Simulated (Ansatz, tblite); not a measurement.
# The cluster Zn2Se3−: rung by rung

One table from this session's results is given with a row withheld; the runs are named, their logs left out.

The runs use Ansatz 0.2.0, Gaussian basis; as each input shows.

Levels to be run: GFN1-xTB, GFN2-xTB, PBE-D4/def2-TZVPD, r2SCAN-D4/def2-TZVPD, PBE-QIDH/def2-TZVPD, LC-ωPBE/def2-TZVPD, PBE-D4/def2-SVPD, PBE0-D4/def2-SVPD, MP2/def2-TZVPD, RPA/def2-TZVPD.

3 further runs of the same task are left out: 3 set aside as unsound or not needed. Runs told in other sessions of the task aren't counted.

## The structure

The doublet was relaxed beforehand with PBE-D4/def2-SVPD. At that level it is the lowest of the isomers that a small search found.

5 atoms, charge -1, spin multiplicity 2.

Bond lengths: Zn1–Se3 2.529 Å, Zn1–Se4 2.529 Å, Zn1–Se5 2.322 Å, Zn2–Se3 2.300 Å, Zn2–Se4 2.300 Å. Angles: Se3–Zn1–Se4 106.7°, Se3–Zn1–Se5 126.5°, Se4–Zn1–Se5 126.8°, Se3–Zn2–Se4 123.8°, Zn1–Se3–Zn2 64.8°, Zn1–Se4–Zn2 64.8°.

Coordinates:

```xyz
5

Zn    0.5080   -0.1487    0.3915
Zn   -1.4929    0.4417   -1.1498
Se   -0.1003   -1.2730   -1.7910
Se   -1.2133    1.6630    0.7793
Se    2.2985   -0.6830    1.7699
```

The ion is computed in the gas phase, without counter-ions or solvent.

PBE0-D4/def2-TZVPD was run before; its log isn't repeated, and its numbers join the tables.

Set-up of the first run:

Tight binding, by tblite at 300 K electronic temperature and without a spin-polarisation term:

```python
tblite.interface.Calculator('GFN1-xTB', numbers, positions, charge=-1, uhf=1).singlepoint()
```

Tight binding, by tblite at 300 K electronic temperature and without a spin-polarisation term:

```python
tblite.interface.Calculator('GFN2-xTB', numbers, positions, charge=-1, uhf=1).singlepoint()
```

start.molden holds the orbitals of an earlier run on this state, given as this run's starting guess.

in.yaml reads:

```yaml
crystal:
  periodic: [false, false, false]
  atoms:
    - {symbol: Zn, position_ang: [0.507976, -0.148739, 0.391517]}
    - {symbol: Zn, position_ang: [-1.492893, 0.441736, -1.149751]}
    - {symbol: Se, position_ang: [-0.100299, -1.273020, -1.790963]}
    - {symbol: Se, position_ang: [-1.213306, 1.662990, 0.779306]}
    - {symbol: Se, position_ang: [2.298522, -0.682967, 1.769891]}
basis:
  gaussian: {orbitals: def2-TZVPD, initial_orbitals: start.molden}
total_charge: -1
magnetization: {spin_polarized: true, initial_magnetization: 1}
hamiltonian: {xc: pbe, dispersion: d4}
scf: {omitted_lower_state_checks: [starts]}
output: {orbitals: {seedname: orbitals}}
```

Launch:

```
ansatz run in.yaml --threads 4 --pin off --events-out ev --progress --plain --max-ram 4787MiB
```

Among the steps run: PBE-D4/def2-TZVPD; r2SCAN-D4/def2-TZVPD; PBE-QIDH/def2-TZVPD; LC-ωPBE/def2-TZVPD; PBE-D4/def2-SVPD; PBE0-D4/def2-SVPD; MP2/def2-TZVPD; RPA/def2-TZVPD.

One table of the session follows, with a row left open; its other results are not shown here.

```
               level  HOMO (eV)  gap (eV)
    PBE-D4/def2-SVPD      -1.45      0.30
   PBE-D4/def2-TZVPD      -1.47      0.37
r2SCAN-D4/def2-TZVPD          ?         ?
   PBE0-D4/def2-SVPD      -2.37      2.09
  PBE0-D4/def2-TZVPD      -2.37      2.17
  LC-ωPBE/def2-TZVPD      -4.75      6.98
```

Q: Estimate the row for r2SCAN-D4/def2-TZVPD from the others.

As computed: HOMO (eV): -1.64; gap (eV): 0.74. In the column «HOMO (eV)» it lies between PBE0-D4/def2-TZVPD (-2.37) and PBE-D4/def2-TZVPD (-1.47).
